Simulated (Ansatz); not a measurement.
# Ge2H5Cl: how energies converge with the basis set

The task here is to estimate one member of a computed series from the others.

Program: Ansatz 0.2.0, Gaussian basis. Level of theory: one geometry, several basis sets. These are calculated values, not measurements.

Levels to be run: PBE0-D4/def2-SVP; ωB97M-V/def2-SVP; PBE0-D4/def2-QZVPP; ωB97M-V/def2-QZVPP; the functionals' def2-TZVPP values are taken from earlier runs.

## The geometry

All runs share one geometry, relaxed beforehand with PBE0-D4 in a triple-zeta def2 set.

SMILES `[Cl][GeH2][GeH3]`, 8 atoms, charge 0, spin multiplicity 1.

Atoms are counted from 1 here; the program's logs count them from 0.

Bond lengths: Cl1–Ge2 2.167 Å, Ge2–Ge3 2.422 Å, Ge2–H4 1.537 Å, Ge2–H5 1.537 Å, Ge3–H6 1.534 Å, Ge3–H7 1.537 Å, Ge3–H8 1.534 Å. Angles: Cl1–Ge2–Ge3 106.9°, Cl1–Ge2–H4 106.1°, Cl1–Ge2–H5 106.1°, Ge3–Ge2–H4 113.6°, Ge3–Ge2–H5 113.6°, H4–Ge2–H5 109.9°, Ge2–Ge3–H6 109.1°, Ge2–Ge3–H7 109.7°, Ge2–Ge3–H8 109.1°, H6–Ge3–H7 109.5°, H6–Ge3–H8 109.9°, H7–Ge3–H8 109.5°.

Set-up of the first run:

Contents of in.yaml:

```yaml
crystal:
  periodic: [false, false, false]
  atoms:
    - {symbol: Cl, position_ang: [-2.334580, 1.256070, -0.168812]}
    - {symbol: Ge, position_ang: [-0.406287, 0.607762, -0.914672]}
    - {symbol: Ge, position_ang: [0.627055, -0.697493, 0.844548]}
    - {symbol: H, position_ang: [-0.691863, -0.198302, -2.191816]}
    - {symbol: H, position_ang: [0.367737, 1.888317, -1.266031]}
    - {symbol: H, position_ang: [0.794350, 0.181718, 2.090378]}
    - {symbol: H, position_ang: [2.004916, -1.196214, 0.379688]}
    - {symbol: H, position_ang: [-0.269027, -1.898959, 1.171015]}
basis:
  gaussian: {orbitals: def2-SVP}
hamiltonian: {xc: pbe0, dispersion: d4}
output: {orbitals: {seedname: orbitals}}
```

Started as:

```
> ansatz run in.yaml --threads 4 --pin off --events-out ev --progress --plain --max-ram 10444MiB
```

Among the steps run: PBE0-D4 in def2-SVP; ωB97M-V in def2-SVP; PBE0-D4 in def2-QZVPP; ωB97M-V in def2-QZVPP.

One table of the session follows, with a row left open; its other results are not shown here.

```
functional       basis  HOMO (eV)
   PBE0-D4    def2-SVP      -7.99
   PBE0-D4  def2-TZVPP          ?
   PBE0-D4  def2-QZVPP      -8.10
   ωB97M-V    def2-SVP     -10.01
   ωB97M-V  def2-TZVPP     -10.14
   ωB97M-V  def2-QZVPP     -10.15
```

**Question.** Estimate the row for PBE0-D4, def2-TZVPP.

As computed: HOMO (eV): -8.09. In the column «HOMO (eV)» it lies between PBE0-D4, def2-QZVPP (-8.10) and PBE0-D4, def2-SVP (-7.99).
